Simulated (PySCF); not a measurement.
# C2H7ClOSi2: the cost of one run

The runs use PySCF 2.14.0, with density-fitted response routines of our own; the level of theory stands in each step. All values are computed, except where a source is named. Atoms are numbered from 0 throughout.

### Step 1. The starting structure

13 atoms, charge 0, multiplicity 1; geometry from: GFN2-xTB. The atoms were then displaced at random by about 0.01 Å, so the start is not that level's minimum.

Bonds of the start (Å): O0–Si1 1.64, Si1–C2 1.87, C2–C3 1.37, C3–Si4 1.84, Si4–Cl5 2.03, O0–H6 0.95, Si1–H7 1.45, Si1–H8 1.47, C2–H9 1.08, C3–H10 1.11, Si4–H11 1.48, Si4–H12 1.44.

### Step 2. Optimising the geometry at PBE0-D3(BJ)/def2-SVP

Job settings and geometry (Å):

```
{"job": {"xc": "PBE0", "basis": "def2-SVP", "d3": "d3bj", "grid": 1, "shake": 0.01, "kind": "geom"}, "charge": 0, "multiplicity": 1}
O     -2.589540    -0.699430     0.768790
Si    -2.106530     0.179510    -0.523000
C     -0.243990     0.386550    -0.514100
C      0.645580    -0.325090     0.243270
Si     2.484600    -0.188870     0.249710
Cl     3.026880     1.495230    -0.737030
H     -2.414640    -0.403090     1.659000
H     -2.528700    -0.657300    -1.625030
H     -2.705920     1.525820    -0.505130
H      0.199070     1.131580    -1.157030
H      0.178770    -1.082420     0.912060
H      2.983290    -0.065880     1.641120
H      3.076940    -1.313480    -0.422940
```

Run with:

```sh
$ OMP_NUM_THREADS=1 python probes_run.py task.json out
```

This one command runs all jobs of the session in turn.

Q: Estimate the wall time and peak memory of this first job on 1 thread of Arm Neoverse N1, shared host.

About 3.4 min, with a peak of 0.55 GiB.
